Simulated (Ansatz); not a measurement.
Al3Pd:

```xyz
4
Lattice="3.9469 0.0000 0.0000 0.0000 3.9469 0.0000 0.0000 0.0000 3.9469" Properties=species:S:1:pos:R:3 pbc="T T T"
Pd    0.0000    0.0000    0.0000
Al    1.9735    1.9735    0.0000
Al    1.9735    0.0000    1.9735
Al    0.0000    1.9735    1.9735
```

The cell comes from a database or a generator and needn't be the stable form of this composition.

| Quantity | Value |
| --- | --- |
| Program | Ansatz 0.2.0 |
| Task | single point |
| Functional | PBEsol |
| Potentials or basis | all-electron LAPW, scalar-relativistic |
| Cutoff | 205 eV (chosen from the basis error) |
| Basis error allowed | 0.001 eV/atom |
| k mesh | 7 × 7 × 7 |
| Occupations | fermi-dirac, width 0.05 eV |
| Spin | no spin polarisation |

On this cell: pressure -1.9 GPa; largest force zero by symmetry; band gap on the k mesh none (metal or under the smearing width).

The same run follows on a disturbed copy (atoms moved at random, drawn with an rms of 0.05 Å):

```
Pd Al
1.0
     3.94691    0.00000    0.00000
     0.00000    3.94691    0.00000
     0.00000    0.00000    3.94691
Pd Al
1 3
Cartesian
  -0.0030 0.0018 0.0085
  1.9197 1.9442 0.0799
  1.9327 0.0181 1.9685
  -0.0102 1.9869 1.9859
```

Q: What does the disturbed cell give?

A: The energy (extrapolated to zero smearing) moves by +7.4 meV/atom; pressure -1.6 GPa; largest force 0.551 eV/Å; band gap on the k mesh none (metal or under the smearing width).

Forces on the atoms (eV/Å):
```
Pd  -0.087 -0.032 -0.059
Al   0.202  0.196 -0.474
Al   0.144 -0.171  0.305
Al  -0.260  0.007  0.228
```

Stress tensor (GPa, compression positive):
```
-1.71  0.06 -0.11
 0.06 -1.59 -0.19
-0.11 -0.19 -1.57
```
